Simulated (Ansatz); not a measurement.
This script for a single point in a Gaussian basis of BrGeH₇Si₂, SMILES [GeH3][SiH2][SiH2]Br with the Python package of Ansatz (0.2.0) holds a mistake.

`brgeh7si2_energy.py`:
```python
# -*- coding: utf-8 -*-
"""Single point of BrGeH7Si2 in a Gaussian basis."""

from dataclasses import dataclass
import sys

import ansatz
from ase import Atoms


@dataclass
class RunConfig:
    basis_set: str = "def2-SVP"
    xc: str = "pbe0"


opts = RunConfig()


def main():
    atoms = Atoms(["Ge", "Si", "Si", "Br", "H", "H", "H", "H", "H", "H", "H"], positions=[
        (-1.8581, 0.1541, 0.2697),
        (0.1183, -1.0001, -0.0594),
        (1.8137, 0.4516, -0.083),
        (1.4885, 1.9479, -1.7383),
        (-1.7923, 0.9042, 1.6244),
        (-3.0441, -0.8437, 0.2814),
        (-2.0472, 1.1779, -0.8785),
        (0.0635, -1.7094, -1.346),
        (0.3126, -1.966, 1.032),
        (1.8706, 1.1534, 1.2078),
        (3.0746, -0.2699, -0.3101),
    ])
    mol = ansatz.Crystal.molecule_from_ase(atoms)

    base = mol.calculation()
    base = base.basis(gaussian=opts.basis_set)
    base = base.functional(opts.xc)
    base = base.spin("collinear", total=2)
    try:
        r = base.run().report
    except ansatz.AnsatzError as error:
        sys.exit(f"{type(error).__name__}: {error}")

    print("reference energy %16.6f eV" % r["reference_energy_ev"])
    print("total energy     %16.6f eV" % r["free_energy_ev"])
    print("occupied (up, down):", r["n_occupied"], " virtual:", r["n_virtual"], " frozen:", r["n_frozen"])

    field = r["mean_field"]
    print("<S^2> =", round(abs(field["state"]["spin_squared"]), 4), " relativity:", field["relativity"])
    print("passes:", field["passes"])
    if "symmetry" in field:
        print("occupied orbitals by irrep:", field["symmetry"]["occupied"])


if __name__ == "__main__":
    main()
```

Output of `python brgeh7si2_energy.py`:
```text
reference energy   -142386.987573 eV
total energy       -142386.987573 eV
occupied (up, down): [52, 50]  virtual: [83, 85]  frozen: 0
<S^2> = 2.0047  relativity: none
passes: {'evaluations': 34, 'products': 45}
occupied orbitals by irrep: [{'A': 52}, {'A': 50}]
```

No error stopped it. What is wrong with the input all the same?

The fault: the spin state is higher than the ground state's. Mended:

```diff
--- before
+++ after
@@ -38,3 +38,2 @@
     base = base.functional(opts.xc)
-    base = base.spin("collinear", total=2)
     try:
```

After the fix:

```console
$ python brgeh7si2_energy.py
reference energy   -142392.311165 eV
total energy       -142392.311165 eV
occupied (up, down): [51, 51]  virtual: [84, 84]  frozen: 0
<S^2> = 0.0  relativity: none
passes: {'evaluations': 13, 'products': 11}
occupied orbitals by irrep: [{'A': 51}, {'A': 51}]
```

What to keep in mind:
- Total energies depend on the basis set; only differences at equal settings carry meaning.
- The geometry is a force-field or estimated start, not a minimum of this method, and the basis set is short of its limit.
- Wall time of the script: 6.6 s on 1 thread of Intel(R) Xeon(R) Platinum 8375C CPU @ 2.90GHz (Ice Lake), with other jobs on the host, peak memory 0.44 GiB.

(A comment or docstring line of the script was reworded after the run, the code is as it ran; lines on the test bed's own set-up are left out of the output.)
